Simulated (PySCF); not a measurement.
# CH5BFNO: the cost of one run

The runs use PySCF 2.14.0, with density-fitted response routines of our own; the level of theory stands in each step. All values are computed, except where a source is named. Atoms are numbered from 0 throughout.

### 1 The molecule as given

10 atoms, charge 0, multiplicity 1; geometry from: GFN2-xTB. The atoms were then displaced at random by about 0.01 Å, so the start is not that level's minimum.

Bonds of the start (Å): N0–B1 1.37, B1–O2 1.36, O2–C3 1.40, C3–F4 1.39, N0–H5 1.03, N0–H6 1.01, B1–H7 1.15, C3–H8 1.11, C3–H9 1.08.

### 2 Geometry optimisation at PBE0-D3(BJ)/def2-SVP

The job: settings as JSON, then the geometry in Å.

```
{"job": {"xc": "PBE0", "basis": "def2-SVP", "d3": "d3bj", "grid": 1, "shake": 0.01, "kind": "geom"}, "charge": 0, "multiplicity": 1}
N     -1.314210     0.382370    -0.411690
B     -0.950160    -0.522840     0.543040
O      0.340240    -0.728660     0.910340
C      1.451350    -0.010590     0.440250
F      1.496910    -0.055380    -0.944970
H     -2.293070     0.539620    -0.700820
H     -0.680000     0.944850    -0.968430
H     -1.710300    -1.171970     1.105260
H      1.361840     1.063310     0.725530
H      2.347850    -0.461640     0.825610
```

Run with:

```console
> OMP_NUM_THREADS=1 python probes_run.py task.json out
```

This one command runs all jobs of the session in turn.

Q: Estimate the wall time and peak memory of this first job on 1 thread of Arm Neoverse V2, shared host.

About 15 s, with a peak of 0.39 GiB.
